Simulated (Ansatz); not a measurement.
**ClGaH₂S (SMILES [SH][GaH][Cl]): single points off equilibrium**

One table from this session's results is given with a row withheld; the runs are named, their logs left out.

Program: Ansatz 0.2.0, Gaussian basis. Level of theory: single points in def2-TZVPP. These are calculated values, not measurements.

Correlated methods freeze the cores. Filled d shells of the heavier atoms are correlated.

**Starting geometry**

SMILES `[SH][GaH][Cl]`, 5 atoms, charge 0, spin multiplicity 1.

Atoms are counted from 1 here; the program's logs count them from 0.

Bond lengths: S1–Ga2 2.421 Å, S1–H4 1.439 Å, Ga2–Cl3 2.183 Å, Ga2–H5 1.567 Å. Angles: Ga2–S1–H4 94.9°, S1–Ga2–Cl3 116.1°, S1–Ga2–H5 119.8°, Cl3–Ga2–H5 124.0°.

Coordinates:

```
S    -0.79240   -0.05530    1.60930
Ga    0.40020    0.26010   -0.47370
Cl    1.26860    2.23720   -0.79260
H    -1.11550   -1.43450    1.35710
H     0.44280   -0.89750   -1.52900
```

Set-up of the first run:

run/in.yaml

```yaml
crystal:
  periodic: [false, false, false]
  atoms:
    - {symbol: S, position_ang: [-0.792400, -0.055300, 1.609300]}
    - {symbol: Ga, position_ang: [0.400200, 0.260100, -0.473700]}
    - {symbol: Cl, position_ang: [1.268600, 2.237200, -0.792600]}
    - {symbol: H, position_ang: [-1.115500, -1.434500, 1.357100]}
    - {symbol: H, position_ang: [0.442800, -0.897500, -1.529000]}
basis:
  gaussian: {orbitals: def2-TZVPP}
correlation: {method: ccsd_t}
output: {forces: true}
```

No record of the launch command was kept for these runs.

Steps of the session up to this table: CCSD(T)/def2-TZVPP; PBE0-D4/def2-TZVPP; wB97M-V/def2-TZVPP; r2SCAN-D4/def2-TZVPP; PBE-D4/def2-TZVPP; BLYP-D4/def2-TZVPP; wB97X-V/def2-TZVPP.

One of the session's tables, all rows but one given; the rest of the session is left out.

```
   method  RMS force component (eV/Å)  angle to CCSD(T) forces (°)  dipole (D)
  CCSD(T)                       0.975                    reference        2.21
  PBE0-D4                       0.972                          1.9        2.32
  wB97M-V                       0.998                          1.3        2.30
r2SCAN-D4                       0.945                          1.6        2.28
   PBE-D4                           ?                            ?           ?
  BLYP-D4                       0.776                          9.8        2.08
  wB97X-V                       1.040                          2.1        2.40
```

Q: Estimate the row for PBE-D4 from the others.

The run gave: RMS force component (eV/Å): 0.830; angle to CCSD(T) forces (°): 5.0; dipole (D): 2.15. In the column «RMS force component (eV/Å)» it lies between BLYP-D4 (0.776) and r2SCAN-D4 (0.945).
